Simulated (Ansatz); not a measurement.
# CH6F2O2Si2: the cost of one run

Program: Ansatz 0.2.0. Level of theory: RKS revPBE/STO-3G. These are calculated values, not measurements.

## Step 1: The system as given

Bond lengths: Si1–F2 1.590 Å, Si1–O3 1.680 Å, O3–C4 1.420 Å, C4–H5 1.110 Å, C4–H6 1.110 Å, C4–H7 1.110 Å, Si1–F8 1.589 Å, Si1–O9 1.679 Å, O9–Si10 1.680 Å, Si10–H11 1.460 Å, Si10–H12 1.460 Å, Si10–H13 1.460 Å. Angles (14 of 20 angles, heavy atoms first): F2–Si1–O3 109.4°, F2–Si1–F8 109.5°, F2–Si1–O9 109.5°, O3–Si1–F8 109.5°, O3–Si1–O9 109.5°, F8–Si1–O9 109.5°, Si1–O3–C4 125.0°, Si1–O9–Si10 125.0°, O3–C4–H5 109.5°, O3–C4–H6 109.5°, O3–C4–H7 109.5°, O9–Si10–H11 109.5°, O9–Si10–H12 109.5°, O9–Si10–H13 109.5°.

Structure file:

```xyz
13

Si    0.0000    0.0000    0.0000
F     0.0000    0.0000    1.5900
O     1.5842    0.0000   -0.5594
C     2.3503   -1.1632   -0.8360
H     1.7187   -1.9052   -1.3675
H     3.2179   -0.8926   -1.4733
H     2.7141   -1.6023    0.1163
F    -0.7489    1.2974   -0.5295
O    -0.7913   -1.3709   -0.5594
Si   -1.6730   -2.4329    0.3983
H    -1.2634   -2.2870    1.7920
H    -3.0964   -2.1323    0.2761
H    -1.4264   -3.8036   -0.0398
```

## Step 2: Preparing the start

Input file input.yaml:

```yaml
crystal:
  periodic: [false, false, false]
  atoms:
    - { symbol: Si, position_ang: [0.0, 0.0, 0.0] }
    - { symbol: F, position_ang: [0.0, 0.0, 1.59] }
    - { symbol: O, position_ang: [1.5842, 0.0, -0.5594] }
    - { symbol: C, position_ang: [2.3503, -1.1632, -0.836] }
    - { symbol: H, position_ang: [1.7187, -1.9052, -1.3675] }
    - { symbol: H, position_ang: [3.2179, -0.8926, -1.4733] }
    - { symbol: H, position_ang: [2.7141, -1.6023, 0.1163] }
    - { symbol: F, position_ang: [-0.7489, 1.2974, -0.5295] }
    - { symbol: O, position_ang: [-0.7913, -1.3709, -0.5594] }
    - { symbol: Si, position_ang: [-1.673, -2.4329, 0.3983] }
    - { symbol: H, position_ang: [-1.2634, -2.287, 1.792] }
    - { symbol: H, position_ang: [-3.0964, -2.1323, 0.2761] }
    - { symbol: H, position_ang: [-1.4264, -3.8036, -0.0398] }
basis:
  gaussian: { orbitals: STO-3G }
hamiltonian:
  xc: revpbe
relax:
  f_tol: 0.02
  max_steps: 40
```

Run with:

```sh
$ ansatz run input.yaml --threads 1 --pin off --max-ram 2048MiB --backend cpu --events-out ev --progress --plain --runs-dir out
```

What time and memory should one allow on 1 thread of Arm Neoverse V2, shared host?

About 64 s, with a peak of 0.12 GiB.
